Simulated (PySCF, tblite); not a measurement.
# GeHCl: diradical character

Wanted: diradical character for GeHCl (`[Cl][GeH]`).

Programs: tblite 0.8.0 and PySCF 2.14.0, with routines of our own; each step states its level. All values are computed. Atoms count from 0.

## 1. The system as given

3 atoms, charge 0, high-spin multiplicity 3; geometry from: distance geometry.

## 2. Geometry optimisation with GFN2-xTB, multiplicity 3

Job settings and geometry (Å):

```
{"job": {"kind": "relax", "method": "GFN2-xTB"}, "charge": 0, "multiplicity": 3}
Ge    -0.291900     0.682800    -0.000000
Cl     1.654800    -0.242300     0.000000
H     -1.362900    -0.440500    -0.000000
```

The run is started by

```
$ OMP_NUM_THREADS=1 python exch_run.py task.json out
```

One launch serves the whole session: the jobs run in the order shown.

Output:

```text
step      E/eV     max force
  0    -188.29145    0.484
  1    -188.29874    0.365
  2    -188.31038    0.108
  3    -188.31084    0.077
  4    -188.31112    0.063
  5    -188.31133    0.047
  6    -188.31145    0.043
  7    -188.31157    0.049
  8    -188.31179    0.064
  9    -188.31208    0.065
 10    -188.31231    0.038
 11    -188.31238    0.011
```

Run time: 0.1 s. Hardware: 1 thread of Arm Neoverse V2, shared host.

Along the way:

```
step  energy from step 0 (eV)  largest force (eV/Å)
   0                   0.0000                0.4835
   1                  -0.0073                0.3652
   2                  -0.0189                0.1084
   3                  -0.0194                0.0765
   4                  -0.0197                0.0632
   5                  -0.0199                0.0471
   6                  -0.0200                0.0431
   7                  -0.0201                0.0490
   8                  -0.0203                0.0643
   9                  -0.0206                0.0645
  10                  -0.0209                0.0376
  11                  -0.0209                0.0113
```

Distances of close pairs at the start and the end, largest changes first:

```
   bond  before (Å)  after (Å)  change (Å)
 Ge0–H2       1.552      1.615      +0.063
Ge0–Cl1       2.155      2.170      +0.015
```

The end geometry stands in the next job.

## 3. Geometry optimisation at PBE0-D3(BJ)/def2-SVP, multiplicity 3

Job settings and geometry (Å):

```
{"job": {"kind": "geom", "xc": "PBE0", "basis": "def2-SVP", "d3": "d3bj", "grid": 1, "mult": 3}, "charge": 0, "multiplicity": 3}
Ge    -0.270905     0.692498    -0.005310
Cl     1.691652    -0.233806    -0.023436
H     -1.397785    -0.463767     0.003639
```

Output:

```text
step   0  E = -2536.93293178  max force = 0.013977
step   1  E = -2536.93407843  max force = 0.002681
step   2  E = -2536.93415225  max force = 0.000956
step   3  E = -2536.93415554  max force = 0.000275
optimisation converged
```

Run time: 4.3 s. Hardware: 1 thread of Arm Neoverse V2, shared host; peak memory 0.25 GiB.

Along the way:

```
step  energy from step 0 (eV)  largest force component (eV/Å)
   0                   0.0000                          0.7187
   1                  -0.0312                          0.1379
   2                  -0.0332                          0.0492
   3                  -0.0333                          0.0141
```

Close pairs (by a distance rule), those that changed most:

```
   bond  before (Å)  after (Å)  change (Å)
 Ge0–H2       1.615      1.559      -0.055
Ge0–Cl1       2.170      2.164      -0.006
```

The end geometry stands in the next job.

```
                       at the end point  value
point group (found at 0.08 Å tolerance)     Cs
                      dipole moment (D)    n/a
                                   ⟨S²⟩  2.003
```

## 4. Relaxing the molecule at PBE0-D3(BJ)/def2-SVP, multiplicity 1 (broken symmetry allowed)

Job settings and geometry (Å):

```
{"job": {"kind": "geom", "xc": "PBE0", "basis": "def2-SVP", "d3": "d3bj", "grid": 1, "mult": 1, "from_first": true, "bs": true}, "charge": 0, "multiplicity": 1}
Ge    -0.284347     0.620766    -0.006009
Cl     1.726970    -0.178059    -0.019872
H     -1.419660    -0.447781     0.000774
```

Output:

```text
step   0  E = -2536.98094625  max force = 0.042218
step   1  E = -2536.99005691  max force = 0.018955
step   2  E = -2536.99287598  max force = 0.002471
step   3  E = -2536.99290195  max force = 0.000478
step   4  E = -2536.99290251  max force = 0.000110
optimisation converged
```

It took 5.3 s on 1 thread of Arm Neoverse V2, shared host; peak memory 0.26 GiB.

Step by step:

```
step  energy from step 0 (eV)  largest force component (eV/Å)
   0                   0.0000                          2.1709
   1                  -0.2479                          0.9747
   2                  -0.3246                          0.1271
   3                  -0.3253                          0.0246
   4                  -0.3253                          0.0057
```

Distances of close pairs at the start and the end, largest changes first:

```
   bond  before (Å)  after (Å)  change (Å)
 Ge0–H2       1.559      1.604      +0.045
Ge0–Cl1       2.164      2.193      +0.029
```

The end geometry:

```xyz
3

Ge   -0.3415    0.7972   -0.0046
Cl    1.5823   -0.2560   -0.0216
H    -1.2178   -0.5463    0.0011
```

```
                       at the end point  value
point group (found at 0.08 Å tolerance)     Cs
                      dipole moment (D)    n/a
                                   ⟨S²⟩  0.000
```

## 5. Diradical character: CASSCF and SC-NEVPT2/def2-TZVP (2,2), geometry of multiplicity 3

Job settings and geometry (Å):

```
{"job": {"kind": "cas", "basis": "def2-TZVP", "active": "magnetic"}, "charge": 0, "high_spin_multiplicity": 3}
Ge    -0.284347     0.620766    -0.006009
Cl     1.726970    -0.178059    -0.019872
H     -1.419660    -0.447781     0.000774
```

Level: CASSCF and SC-NEVPT2/def2-TZVP spin states, gas phase.

Output:

```text
start orbitals: natural orbitals of the high-spin HF determinant (converged)
active space: 2 electrons in 2 orbitals, 24 closed; orbitals optimised for multiplicities 3 1
macro   0  E = -2535.4509997487  dE =  0.000e+00  |g| = 1.336e-01
macro   1  E = -2535.4534840141  dE = -2.484e-03  |g| = 3.628e-02
macro   2  E = -2535.4538565483  dE = -3.725e-04  |g| = 2.063e-02
macro   3  E = -2535.4539122650  dE = -5.572e-05  |g| = 1.175e-02
macro   4  E = -2535.4539236820  dE = -1.142e-05  |g| = 5.089e-03
macro   5  E = -2535.4539253092  dE = -1.627e-06  |g| = 1.198e-03
macro   6  E = -2535.4539254918  dE = -1.826e-07  |g| = 3.425e-04
macro   7  E = -2535.4539255139  dE = -2.215e-08  |g| = 1.080e-04
CASSCF converged, mean energy = -2535.4539255139
2S+1 = 3  root 0  E(CAS) = -2535.43297536  E(NEVPT2) = -2535.82654818  occupations 1.000 1.000
2S+1 = 1  root 0  E(CAS) = -2535.47487566  E(NEVPT2) = -2535.87689852  occupations 1.912 0.088
2S+1 = 1  root 1  E(CAS) = -2535.32619042  E(NEVPT2) = -2535.78070266  occupations 1.000 1.000
2S+1 = 1  root 2  E(CAS) = -2535.21511087  E(NEVPT2) = -2535.66254941  occupations 1.912 0.088
D(spin-spin) = -0.1857 cm-1, E/D = 0.186
D(spin-orbit) = -2.8842 cm-1, D(total) = -2.7423 cm-1, E/D = 0.028
```

It took 2.5 s on 1 thread of Arm Neoverse V2, shared host; peak memory 0.28 GiB.

In short:

```
                   quantity           value
low less high spin (NEVPT2)  -31.6 kcal/mol
         diradical index y0            0.09
               zero-field D     -2.742 cm⁻¹
```

Mulliken spin populations of the high-spin state:

```
atom  value (e)
 Ge0       1.83
 Cl1       0.09
  H2       0.09
```

## 6. Diradical character: CASSCF and SC-NEVPT2/def2-TZVP (2,2), geometry of multiplicity 3

Job settings and geometry (Å):

```
{"job": {"kind": "cas", "basis": "def2-TZVP", "active": "natural", "max": 8, "thr": 0.006, "orbitals": "high"}, "charge": 0, "high_spin_multiplicity": 3}
Ge    -0.284347     0.620766    -0.006009
Cl     1.726970    -0.178059    -0.019872
H     -1.419660    -0.447781     0.000774
```

Level: CASSCF and SC-NEVPT2/def2-TZVP spin states, gas phase.

Output:

```text
start orbitals: natural orbitals of the high-spin HF determinant (converged)
active space: 2 electrons in 2 orbitals, 24 closed; orbitals optimised for multiplicities 3
macro   0  E = -2535.4355565600  dE =  0.000e+00  |g| = 1.616e-02
macro   1  E = -2535.4356622832  dE = -1.057e-04  |g| = 7.711e-03
macro   2  E = -2535.4357102001  dE = -4.792e-05  |g| = 4.556e-03
macro   3  E = -2535.4357143101  dE = -4.110e-06  |g| = 2.641e-03
macro   4  E = -2535.4357151927  dE = -8.825e-07  |g| = 1.573e-03
macro   5  E = -2535.4357152798  dE = -8.711e-08  |g| = 4.457e-04
macro   6  E = -2535.4357152922  dE = -1.239e-08  |g| = 1.141e-04
CASSCF converged, mean energy = -2535.4357152922
2S+1 = 3  root 0  E(CAS) = -2535.43571529  E(NEVPT2) = -2535.82867950  occupations 1.000 1.000
2S+1 = 1  root 0  E(CAS) = -2535.46578593  E(NEVPT2) = -2535.87484128  occupations 1.920 0.080
2S+1 = 1  root 1  E(CAS) = -2535.34217997  E(NEVPT2) = -2535.78379086  occupations 1.000 1.000
2S+1 = 1  root 2  E(CAS) = -2535.22773150  E(NEVPT2) = -2535.66669983  occupations 1.920 0.080
D(spin-spin) = -0.1694 cm-1, E/D = 0.249
D(spin-orbit) = -4.6063 cm-1, D(total) = -4.4613 cm-1, E/D = 0.014
```

Wall time 1.7 s (1 thread of Arm Neoverse V2, shared host); peak memory 0.28 GiB.

J and the spin gap of this run are not to be taken as properties: the orbitals were optimised for multiplicity 3 alone, so the other state lies too high.

## 7. Diradical character: HF/def2-TZVP, geometry of multiplicity 3

Job settings and geometry (Å):

```
{"job": {"kind": "bs", "xc": "HF", "basis": "def2-TZVP", "rks": true, "grid": 1}, "charge": 0, "high_spin_multiplicity": 3}
Ge    -0.284347     0.620766    -0.006009
Cl     1.726970    -0.178059    -0.019872
H     -1.419660    -0.447781     0.000774
```

Level: HF/def2-TZVP high-spin, broken-symmetry and restricted single points, gas phase.

Output:

```text
high-spin state, multiplicity 3
final grid: 30160 points
cycle   1  E = -2535.3829001780  dE = -6.667e-01  |g| = 2.919e-01  |ddm| = 1.240e+00
cycle   2  E = -2535.4244982496  dE = -4.160e-02  |g| = 2.058e-01  |ddm| = 4.350e-01
cycle   3  E = -2535.4355495974  dE = -1.105e-02  |g| = 3.683e-02  |ddm| = 1.134e-01
cycle   4  E = -2535.4379976762  dE = -2.448e-03  |g| = 1.632e-02  |ddm| = 8.906e-02
cycle   5  E = -2535.4385537420  dE = -5.561e-04  |g| = 7.716e-03  |ddm| = 4.148e-02
cycle   6  E = -2535.4387041939  dE = -1.505e-04  |g| = 4.525e-03  |ddm| = 1.886e-02
cycle   7  E = -2535.4387803314  dE = -7.614e-05  |g| = 2.200e-03  |ddm| = 1.665e-02
cycle   8  E = -2535.4387998941  dE = -1.956e-05  |g| = 7.937e-04  |ddm| = 1.075e-02
cycle   9  E = -2535.4388020806  dE = -2.187e-06  |g| = 2.944e-04  |ddm| = 3.735e-03
cycle  10  E = -2535.4388023583  dE = -2.777e-07  |g| = 1.225e-04  |ddm| = 1.297e-03
cycle  11  E = -2535.4388024015  dE = -4.320e-08  |g| = 5.087e-05  |ddm| = 4.619e-04
cycle  12  E = -2535.4388024090  dE = -7.467e-09  |g| = 2.256e-05  |ddm| = 1.622e-04
converged SCF energy = -2535.4388024090

broken-symmetry state, M_S = 0, start: spins of the second site flipped
final grid: 16208 points
cycle   1  E = -2535.4473750016  dE = -3.247e-02  |g| = 5.696e-02  |ddm| = 2.715e-01
cycle   2  E = -2535.4578737688  dE = -1.050e-02  |g| = 3.428e-02  |ddm| = 1.468e-01
cycle   3  E = -2535.4646417370  dE = -6.768e-03  |g| = 1.787e-02  |ddm| = 1.739e-01
cycle   4  E = -2535.4665279957  dE = -1.886e-03  |g| = 9.976e-03  |ddm| = 9.649e-02
cycle   5  E = -2535.4672860145  dE = -7.580e-04  |g| = 4.495e-03  |ddm| = 8.373e-02
cycle   6  E = -2535.4674094873  dE = -1.235e-04  |g| = 2.361e-03  |ddm| = 3.280e-02
cycle   7  E = -2535.4674441328  dE = -3.465e-05  |g| = 1.082e-03  |ddm| = 1.968e-02
cycle   8  E = -2535.4674521443  dE = -8.012e-06  |g| = 3.464e-04  |ddm| = 1.343e-02
cycle   9  E = -2535.4674524051  dE = -2.608e-07  |g| = 1.574e-04  |ddm| = 9.740e-04
cycle  10  E = -2535.4674524681  dE = -6.295e-08  |g| = 6.178e-05  |ddm| = 5.984e-04
cycle  11  E = -2535.4674524826  dE = -1.453e-08  |g| = 2.247e-05  |ddm| = 3.065e-04
cycle  12  E = -2535.4674524840  dE = -1.407e-09  |g| = 7.968e-06  |ddm| = 1.672e-04
converged SCF energy = -2535.4674524840

<S^2> high spin = 2.0092, broken symmetry = 0.3294
E(HS) - E(BS) = 6287.96 cm-1
J_noodleman = -6287.96 cm-1
J_unprojected = -3143.98 cm-1
J_yamaguchi = -3743.35 cm-1

restricted closed-shell singlet
final grid: 16208 points
cycle   1  E = -2535.4645264207  dE = -7.317e-03  |g| = 3.431e-02  |ddm| = 2.402e-01
cycle   2  E = -2535.4650720432  dE = -5.456e-04  |g| = 1.606e-02  |ddm| = 4.923e-02
cycle   3  E = -2535.4651645740  dE = -9.253e-05  |g| = 7.094e-03  |ddm| = 1.564e-02
cycle   4  E = -2535.4652020078  dE = -3.743e-05  |g| = 2.073e-03  |ddm| = 1.283e-02
cycle   5  E = -2535.4652057922  dE = -3.784e-06  |g| = 6.617e-04  |ddm| = 3.869e-03
cycle   6  E = -2535.4652062075  dE = -4.153e-07  |g| = 1.444e-04  |ddm| = 1.458e-03
cycle   7  E = -2535.4652062298  dE = -2.230e-08  |g| = 5.071e-05  |ddm| = 3.715e-04
cycle   8  E = -2535.4652062319  dE = -2.138e-09  |g| = 1.793e-05  |ddm| = 1.146e-04
converged SCF energy = -2535.4652062319
```

Wall time 1.1 s (1 thread of Arm Neoverse V2, shared host); peak memory 0.28 GiB.

J and the spin gap of this run are not to be taken as properties: the broken-symmetry state has ⟨S²⟩ 0.33 where antiparallel sites give about 1.0, so the electrons meant to stay apart are largely paired.

Key values:

```
                   quantity           value
closed shell less high spin  -16.6 kcal/mol
```

## 8. Diradical character: wB97X/def2-TZVP, geometry of multiplicity 3

Job settings and geometry (Å):

```
{"job": {"kind": "bs", "xc": "wB97X", "basis": "def2-TZVP", "rks": true, "grid": 1}, "charge": 0, "high_spin_multiplicity": 3}
Ge    -0.284347     0.620766    -0.006009
Cl     1.726970    -0.178059    -0.019872
H     -1.419660    -0.447781     0.000774
```

Level: wB97X/def2-TZVP high-spin, broken-symmetry and restricted single points, gas phase.

Output:

```text
high-spin state, multiplicity 3
final grid: 16208 points
cycle   1  E = -2537.7940649932  dE = -2.162e-02  |g| = 1.291e-01  |ddm| = 1.884e-01
cycle   2  E = -2537.7954169084  dE = -1.352e-03  |g| = 1.170e-01  |ddm| = 9.972e-02
cycle   3  E = -2537.7972034929  dE = -1.787e-03  |g| = 1.049e-02  |ddm| = 4.238e-02
cycle   4  E = -2537.7974095146  dE = -2.060e-04  |g| = 4.971e-03  |ddm| = 2.502e-02
cycle   5  E = -2537.7974563635  dE = -4.685e-05  |g| = 2.049e-03  |ddm| = 1.181e-02
cycle   6  E = -2537.7974700554  dE = -1.369e-05  |g| = 7.418e-04  |ddm| = 8.013e-03
cycle   7  E = -2537.7974716903  dE = -1.635e-06  |g| = 3.459e-04  |ddm| = 2.494e-03
cycle   8  E = -2537.7974720081  dE = -3.177e-07  |g| = 1.047e-04  |ddm| = 1.143e-03
cycle   9  E = -2537.7974720472  dE = -3.907e-08  |g| = 3.513e-05  |ddm| = 4.056e-04
cycle  10  E = -2537.7974720513  dE = -4.163e-09  |g| = 1.326e-05  |ddm| = 1.229e-04
converged SCF energy = -2537.7974720513

broken-symmetry state, M_S = 0, start: spins of the second site flipped
final grid: 16208 points
cycle   1  E = -2537.8216641367  dE = -3.301e-02  |g| = 5.630e-02  |ddm| = 3.051e-01
cycle   2  E = -2537.8362987509  dE = -1.463e-02  |g| = 3.834e-02  |ddm| = 1.932e-01
cycle   3  E = -2537.8473771312  dE = -1.108e-02  |g| = 2.908e-02  |ddm| = 2.240e-01
cycle   4  E = -2537.8517067988  dE = -4.330e-03  |g| = 1.782e-02  |ddm| = 1.390e-01
cycle   5  E = -2537.8544390497  dE = -2.732e-03  |g| = 1.136e-02  |ddm| = 1.350e-01
cycle   6  E = -2537.8560612459  dE = -1.622e-03  |g| = 6.595e-03  |ddm| = 1.453e-01
cycle   7  E = -2537.8564508546  dE = -3.896e-04  |g| = 3.598e-03  |ddm| = 6.802e-02
cycle   8  E = -2537.8566103014  dE = -1.594e-04  |g| = 1.146e-03  |ddm| = 6.527e-02
cycle   9  E = -2537.8566176619  dE = -7.361e-06  |g| = 4.488e-04  |ddm| = 1.125e-02
cycle  10  E = -2537.8566187905  dE = -1.129e-06  |g| = 1.171e-04  |ddm| = 4.984e-03
cycle  11  E = -2537.8566188550  dE = -6.454e-08  |g| = 3.848e-05  |ddm| = 1.484e-03
cycle  12  E = -2537.8566188594  dE = -4.385e-09  |g| = 1.450e-05  |ddm| = 1.304e-04
converged SCF energy = -2537.8566188594

<S^2> high spin = 2.0053, broken symmetry = 0.0000
E(HS) - E(BS) = 12981.22 cm-1
J_noodleman = -12981.22 cm-1
J_unprojected = -6490.61 cm-1
J_yamaguchi = -6473.30 cm-1

restricted closed-shell singlet
final grid: 16208 points
cycle   1  E = -2537.8562268660  dE = -5.854e-03  |g| = 3.729e-02  |ddm| = 2.217e-01
cycle   2  E = -2537.8565163403  dE = -2.895e-04  |g| = 2.087e-02  |ddm| = 5.050e-02
cycle   3  E = -2537.8566065034  dE = -9.016e-05  |g| = 5.744e-03  |ddm| = 1.832e-02
cycle   4  E = -2537.8566162301  dE = -9.727e-06  |g| = 2.479e-03  |ddm| = 6.648e-03
cycle   5  E = -2537.8566184606  dE = -2.231e-06  |g| = 6.782e-04  |ddm| = 3.322e-03
cycle   6  E = -2537.8566188182  dE = -3.576e-07  |g| = 2.230e-04  |ddm| = 1.367e-03
cycle   7  E = -2537.8566188566  dE = -3.841e-08  |g| = 6.390e-05  |ddm| = 4.434e-04
cycle   8  E = -2537.8566188609  dE = -4.214e-09  |g| = 1.343e-05  |ddm| = 1.729e-04
converged SCF energy = -2537.8566188609
```

Run time: 3.8 s. Hardware: 1 thread of Arm Neoverse V2, shared host; peak memory 0.33 GiB.

The broken-symmetry state collapsed to a closed shell, so its J has no meaning.

From this job:

```
                   quantity           value
closed shell less high spin  -37.1 kcal/mol
```

## 9. Diradical character: LC-wPBE/def2-TZVP, geometry of multiplicity 3

Job settings and geometry (Å):

```
{"job": {"kind": "bs", "xc": "LC-wPBE", "basis": "def2-TZVP", "rks": true, "grid": 1}, "charge": 0, "high_spin_multiplicity": 3}
Ge    -0.284347     0.620766    -0.006009
Cl     1.726970    -0.178059    -0.019872
H     -1.419660    -0.447781     0.000774
```

With the program's defaults for keys left out, this is: LC-wPBE/def2-TZVP high-spin, broken-symmetry and restricted single points, gas phase.

Output:

```text
high-spin state, multiplicity 3
final grid: 16208 points
cycle   1  E = -2537.3589338309  dE = -2.233e-02  |g| = 1.769e-01  |ddm| = 1.831e-01
cycle   2  E = -2537.3594512937  dE = -5.175e-04  |g| = 1.686e-01  |ddm| = 1.278e-01
cycle   3  E = -2537.3629141700  dE = -3.463e-03  |g| = 9.304e-03  |ddm| = 5.711e-02
cycle   4  E = -2537.3629967858  dE = -8.262e-05  |g| = 3.471e-03  |ddm| = 1.375e-02
cycle   5  E = -2537.3630207452  dE = -2.396e-05  |g| = 1.617e-03  |ddm| = 7.487e-03
cycle   6  E = -2537.3630302066  dE = -9.461e-06  |g| = 6.119e-04  |ddm| = 6.468e-03
cycle   7  E = -2537.3630313154  dE = -1.109e-06  |g| = 3.029e-04  |ddm| = 2.307e-03
cycle   8  E = -2537.3630315139  dE = -1.985e-07  |g| = 1.122e-04  |ddm| = 8.893e-04
cycle   9  E = -2537.3630315547  dE = -4.080e-08  |g| = 3.627e-05  |ddm| = 4.737e-04
cycle  10  E = -2537.3630315589  dE = -4.204e-09  |g| = 1.505e-05  |ddm| = 1.426e-04
converged SCF energy = -2537.3630315589

broken-symmetry state, M_S = 0, start: spins of the second site flipped
final grid: 16208 points
cycle   1  E = -2537.3784715491  dE = -3.086e-02  |g| = 5.527e-02  |ddm| = 2.734e-01
cycle   2  E = -2537.3907055878  dE = -1.223e-02  |g| = 3.572e-02  |ddm| = 1.665e-01
cycle   3  E = -2537.4002326621  dE = -9.527e-03  |g| = 2.158e-02  |ddm| = 2.176e-01
cycle   4  E = -2537.4026159443  dE = -2.383e-03  |g| = 1.579e-02  |ddm| = 9.182e-02
cycle   5  E = -2537.4048978941  dE = -2.282e-03  |g| = 9.152e-03  |ddm| = 1.397e-01
cycle   6  E = -2537.4058474648  dE = -9.496e-04  |g| = 5.053e-03  |ddm| = 1.087e-01
cycle   7  E = -2537.4062224787  dE = -3.750e-04  |g| = 3.218e-03  |ddm| = 7.389e-02
cycle   8  E = -2537.4064575339  dE = -2.351e-04  |g| = 1.893e-03  |ddm| = 7.798e-02
cycle   9  E = -2537.4065623772  dE = -1.048e-04  |g| = 9.959e-04  |ddm| = 6.616e-02
cycle  10  E = -2537.4066004282  dE = -3.805e-05  |g| = 4.268e-04  |ddm| = 5.058e-02
cycle  11  E = -2537.4066071635  dE = -6.735e-06  |g| = 1.762e-04  |ddm| = 2.345e-02
cycle  12  E = -2537.4066080012  dE = -8.376e-07  |g| = 7.161e-05  |ddm| = 7.912e-03
cycle  13  E = -2537.4066081733  dE = -1.722e-07  |g| = 3.371e-05  |ddm| = 2.283e-03
cycle  14  E = -2537.4066083778  dE = -2.045e-07  |g| = 1.540e-05  |ddm| = 2.352e-03
cycle  15  E = -2537.4066083798  dE = -1.946e-09  |g| = 8.649e-06  |ddm| = 5.742e-04
converged SCF energy = -2537.4066083798

<S^2> high spin = 2.0066, broken symmetry = 0.0000
E(HS) - E(BS) = 9564.01 cm-1
J_noodleman = -9564.01 cm-1
J_unprojected = -4782.00 cm-1
J_yamaguchi = -4766.37 cm-1

restricted closed-shell singlet
final grid: 16208 points
cycle   1  E = -2537.4061167742  dE = -5.850e-03  |g| = 3.561e-02  |ddm| = 1.963e-01
cycle   2  E = -2537.4065031794  dE = -3.864e-04  |g| = 1.629e-02  |ddm| = 4.597e-02
cycle   3  E = -2537.4065817020  dE = -7.852e-05  |g| = 5.184e-03  |ddm| = 1.492e-02
cycle   4  E = -2537.4066043383  dE = -2.264e-05  |g| = 1.701e-03  |ddm| = 1.065e-02
cycle   5  E = -2537.4066080434  dE = -3.705e-06  |g| = 5.863e-04  |ddm| = 4.390e-03
cycle   6  E = -2537.4066083488  dE = -3.054e-07  |g| = 1.630e-04  |ddm| = 1.347e-03
cycle   7  E = -2537.4066083768  dE = -2.792e-08  |g| = 8.958e-05  |ddm| = 4.781e-04
cycle   8  E = -2537.4066083792  dE = -2.386e-09  |g| = 2.632e-05  |ddm| = 1.017e-04
converged SCF energy = -2537.4066083792
```

Run time: 7.1 s. Hardware: 1 thread of Arm Neoverse V2, shared host; peak memory 0.33 GiB.

The broken-symmetry state collapsed to a closed shell, so its J has no meaning.

In short:

```
                   quantity           value
closed shell less high spin  -27.3 kcal/mol
```

[end of part 1 of 3]
